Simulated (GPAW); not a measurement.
# BiTe in GPAW: the effect of strain

BiTe:

```
Bi Te
1.0
     0.00000    3.23500    3.26735
     3.23500    0.00000    3.26735
     3.23500    3.23500    0.00000
Bi Te
1 1
Direct
  0.00000 0.00000 0.00000
  0.50000 0.50000 0.50000
```

The cell isn't the ideal one: strain = 0.01.

Alike in all runs:

| Item | Value |
| --- | --- |
| Program | GPAW 26.7.0 |
| Task | single point |
| Functional | PBE |
| Potentials or basis | GPAW PAW data sets (gpaw-data 1.2.1) |
| Cutoff | 600 eV |
| Basis | pw |
| k mesh | 7 × 7 × 7 |
| Occupations | fermi-dirac, width 0.05 eV |
| Spin | no spin polarisation |
| Maxiter | 150 |

```csv
strain,pressure (GPa)
0.01,0.2
0.04,-1.1
-0.04,?
```

Q: What does the run with strain -0.04 give?

A: Pressure 3.0 GPa.

Caveats: the density grid can change from cell to cell, which puts small steps into energies and stress.
